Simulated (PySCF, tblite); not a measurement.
**C₆H₁₁B: geometry, infrared bands and NMR shifts**

Wanted: the infrared bands and NMR shifts of C₆H₁₁B (`B/C(C=C)=C\CC`), by calculation.

The runs use tblite 0.8.0 and PySCF 2.14.0, with density-fitted response routines of our own; the level of theory stands in each step. All values are computed, except where a source is named. Atoms count from 0, in the outputs and in this text.

## Step 1: Starting geometry

18 atoms, charge 0, multiplicity 1; geometry from: force field or distance geometry start.

Bonds of the start (Å): B0–C1 1.58, C1–C2 1.51, C2–C3 1.33, C1–C4 1.35, C4–C5 1.52, C5–C6 1.52, B0–H7 1.18, B0–H8 1.18, C2–H9 1.09, C3–H10 1.09, C3–H11 1.07, C4–H12 1.09, C5–H13 1.10, C5–H14 1.12, C6–H15 1.10, C6–H16 1.11, C6–H17 1.12.

## Step 2: Optimising the geometry with GFN2-xTB

The job: settings as JSON, then the geometry in Å.

```
{"job": {"kind": "relax", "xc": "GFN2-xTB", "basis": "xTB"}, "charge": 0, "multiplicity": 1}
B      1.012000     0.935000    -0.959000
C      0.609200     0.202100     0.382300
C      1.683500    -0.269700     1.329500
C      2.930400    -0.519100     0.953300
C     -0.671600     0.013600     0.771000
C     -1.885000     0.425800    -0.039700
C     -2.167200    -0.564200    -1.163400
H      0.192700     1.324100    -1.715200
H      2.129900     1.216400    -1.194000
H      1.405400    -0.449700     2.366100
H      3.638200    -0.879000     1.698000
H      3.264900    -0.432400    -0.058600
H     -0.882200    -0.456300     1.727800
H     -2.756600     0.444000     0.637700
H     -1.766000     1.463100    -0.438100
H     -3.080000    -0.248200    -1.699300
H     -1.320300    -0.613800    -1.871900
H     -2.346200    -1.585400    -0.738100
```

The run is started by

```sh
OMP_NUM_THREADS=1 python probes_run.py task.json out
```

One launch serves the whole session: the jobs run in the order shown.

**Question.** This job is followed by: GFN2-xTB harmonic vibrations, gas phase; GIAO PBE0/pcSseg-1 NMR shielding, non-relativistic, gas phase. Predict these results of the whole session: strongest single infrared mode (GFN2-xTB); zero-point energy (GFN2-xTB); ¹³C shifts against TMS (PBE0/pcSseg-1); ¹H shifts against TMS (PBE0/pcSseg-1, means over atoms taken as alike); ¹¹B shifts against BF3·OEt2 (PBE0/pcSseg-1).

The runs gave:

| quantity | value |
| --- | --- |
| strongest single infrared mode (GFN2-xTB) | 2660 cm⁻¹, 126 km/mol |
| zero-point energy (GFN2-xTB) | 93.8 kcal/mol |
| ¹³C shifts against TMS (PBE0/pcSseg-1) | 168.1, 155.7, 151.9, 123.2, 31.4, 20.7 ppm |
| ¹H shifts against TMS (PBE0/pcSseg-1, means over atoms taken as alike) | 7.84, 6.85, 6.67, 5.43, 5.34, 2.48, 1.01 ppm |
| ¹¹B shifts against BF3·OEt2 (PBE0/pcSseg-1) | 76.8 ppm |

What this shows: The optimisation took 127 steps and gained 0.178 eV; among the close pairs (by a distance rule), C1–C2 changed most, from 1.508 to 1.466 Å. No mode is imaginary among the 48: a minimum at this level. The strongest single mode, at 2660 cm⁻¹, moves mainly H8 and H7. Unscaled tight-binding wavenumbers are off by several per cent, some by more. Its intensities can rank the bands wrongly.
